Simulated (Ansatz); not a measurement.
# GaH₃, SMILES [GaH3]: an active-space calculation

With Ansatz's Python interface.

Notebook, run cell by cell (the value of a cell's last expression is shown):

**Cell 1**
```python
import ansatz as az
```

**Cell 2**
```python
config = {
    "basis": "def2-SVP",
}
```

**Cell 3**
```python
GEOMETRY = """
Ga    0.04490   -0.01980   -0.01920
H     1.12380    0.37640    0.78860
H    -0.55140   -1.45540   -0.00350
H    -0.56190    1.03860   -0.78620
"""

gah3 = az.Crystal.molecule()
for line in GEOMETRY.strip().splitlines():
    symbol, *xyz = line.split()
    gah3 = gah3.atom(symbol, [float(v) for v in xyz])
```

**Cell 4**
```python
base = (
    gah3.calculation()
    .basis(gaussian=config["basis"])
    .correlation(active_electrons=4, active_orbitals=4)
)
for method in [None]:
    rep = (base if method is None else base.correlation(method)).run(threads=1).report
    space = rep["configurations"]
    state = space["states"][0]
    print(method or "casscf", f"total {rep['free_energy_ev'] / 27.211386246:.6f} Ha, active-space state {state['energy']['hartree']:.6f} Ha, mean field {rep['reference_energy_ev'] / 27.211386246:.6f} Ha")
    print("  determinants", state["n_determinants"], " natural occupations", [round(n, 3) for n in space["natural_occupations"]])
```
Output:
```text
casscf total -1924.722181 Ha, active-space state -1924.722181 Ha, mean field -1924.696317 Ha
  determinants 36  natural occupations [1.985, 1.977, 0.025, 0.014]
```

What to keep in mind:
- Total energies depend on the basis set; only differences at equal settings carry meaning.
- The geometry is a force-field or estimated start, not a minimum of this method, and the basis set is short of its limit. The active space starts as a window about the frontier orbitals and is then optimised, not chosen by chemistry.
- It ran for 2.9 s on 1 thread of Arm Neoverse V2 (shared host), peak memory 0.15 GiB.

(Lines on the test bed's own set-up are left out of the output.)
